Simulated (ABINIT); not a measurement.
AgAu:

```xyz
2
Lattice="2.9352 0.0000 0.0000 -1.4676 2.5419 0.0000 0.0000 0.0000 4.6969" Properties=species:S:1:pos:R:3 pbc="T T T"
Au    1.4676    0.8473    0.0000
Ag    0.0000    0.0000    2.3485
```

The cell comes from a database or a generator and needn't be the stable form of this composition.

- Program: ABINIT 10.8.3 (patched build)
- Task: relaxation of cell and atoms
- Functional: PBE
- Potentials or basis: JTH PAW PBE v2.0
- Cutoff: 544 eV
- k mesh: 10 × 10 × 6
- Occupations: fermi-dirac, width 0.05 eV
- Spin: no spin polarisation

At the start: pressure 3.1 GPa; volume 17.52 Å³/atom.

Question: Where does the relaxation end?

Answer: Over 8 steps the energy falls by 5.5 meV/atom and the volume is 17.96 Å³/atom (+2.5 %); space group P-6m2 (No. 187, to 0.05 Å).

The path:
```
step  energy change (eV)  largest force (eV/Å)  pressure (GPa)  volume (Å³)
   1              0.0000                0.0000            3.09        35.04
   2             -0.0058                0.0000            1.89        35.38
   3             -0.0102                0.0000           -0.06        35.96
   4             -0.0104                0.0000           -0.19        36.00
   5             -0.0109                0.0000           -0.31        36.03
   6             -0.0111                0.0000           -0.16        35.98
   7             -0.0111                0.0000           -0.02        35.94
   8             -0.0111                0.0000            0.00        35.93
```

Final structure:
```cif
data_structure
_symmetry_space_group_name_H-M 'P 1'
_symmetry_Int_Tables_number 1
_cell_length_a 2.9418
_cell_length_b 2.9418
_cell_length_c 4.7940
_cell_angle_alpha 90.000
_cell_angle_beta 90.000
_cell_angle_gamma 120.000
_cell_volume 35.93
loop_
_atom_site_label
_atom_site_type_symbol
_atom_site_fract_x
_atom_site_fract_y
_atom_site_fract_z
_atom_site_occupancy
Au1 Au 0.66667 0.33333 0.00000 1
Ag1 Ag 0.00000 0.00000 0.50000 1
```
